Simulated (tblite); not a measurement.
# As26H14O14: the cost of one run

Computed with tblite 0.8.0 and PySCF 2.14.0 and routines of our own; the level stands in each step. Atoms count from 0.

### Step 1. The system as given

54 atoms, charge 0, multiplicity 1; geometry from: force field, distance geometry or constructed start.

### Step 2. Optimising the geometry with GFN2-xTB

Job settings and geometry (Å):

```
{"job": {"kind": "relax", "xc": "GFN2-xTB", "basis": "xTB"}, "charge": 0, "multiplicity": 1}
As    -1.819300    -1.217100     0.264600
As    -3.652400    -1.212700     1.957900
As    -1.819000    -1.217600    -4.202800
As    -3.649900    -1.210900    -2.511400
As    -1.825200    -1.216500     4.739600
As    -1.827500     1.202200    -0.272800
As    -1.824100     1.204400    -4.743500
As    -3.645800     1.205400    -1.967300
As    -1.821500     1.200600     4.199400
As    -3.652000     1.201900     2.502800
As     3.648700    -1.216500     1.962700
As     3.648300    -1.217300    -2.505200
As     1.822400    -1.214600     0.271200
As     0.003000    -1.215900     1.962100
As     1.823600    -1.210200    -4.203600
As    -0.001100    -1.214700    -2.498900
As     1.826200    -1.213400     4.737100
As    -0.000300    -1.218700     6.433800
As     3.650200     1.204500    -1.966300
As     1.828600     1.203600    -0.267500
As     1.823500     1.206500    -4.738700
As    -0.000100     1.204200    -1.969000
As     0.004200     1.207300    -6.432200
As     3.646600     1.198400     2.499700
As     1.826300     1.205300     4.200700
As    -0.005300     1.201800     2.503700
O     -5.002800    -1.213000     0.703700
H     -5.614700    -1.937600     0.997500
O     -5.002900    -1.214900    -3.767600
H     -5.613000    -1.937800    -3.470300
O     -3.174900    -1.214700     5.995500
H     -3.487200    -2.154900     6.031300
O     -3.179500     1.202800    -6.002500
H     -3.570000     2.108200    -5.938100
O     -5.002300     1.204500    -0.711700
H     -5.677100     1.834600    -1.071400
O     -5.004300     1.202800     3.757500
H     -5.396200     2.112000     3.700300
O      5.006100    -1.219200     0.704300
H      5.722900    -1.748800     1.117900
O      5.004900    -1.217600    -3.761800
H      5.478200    -2.083000    -3.624000
O      3.184900    -1.214300     5.993000
H      3.649900    -2.077900     5.856900
O     -0.002900     0.592500     6.837900
H      0.125400     0.628800     7.813500
O      5.007400     1.202800    -0.709000
H      5.552100     1.999500    -0.930100
O      3.181600     1.203100    -6.000400
H      3.409700     2.159700    -6.118000
O     -0.000100    -0.610700    -6.836400
H     -0.150300    -0.639500    -7.816700
O      5.004600     1.202300     3.761700
H      5.549000     1.995300     3.534600
```

On the command line:

```
$ OMP_NUM_THREADS=8 python large_run.py task.json out
```

One launch serves the whole session: the jobs run in the order shown.

**Question.** How long does this first job take on 8 threads of AMD EPYC 7R43, shared host, and how much memory does it need?

About 5.3 min, with a peak of 0.17 GiB.
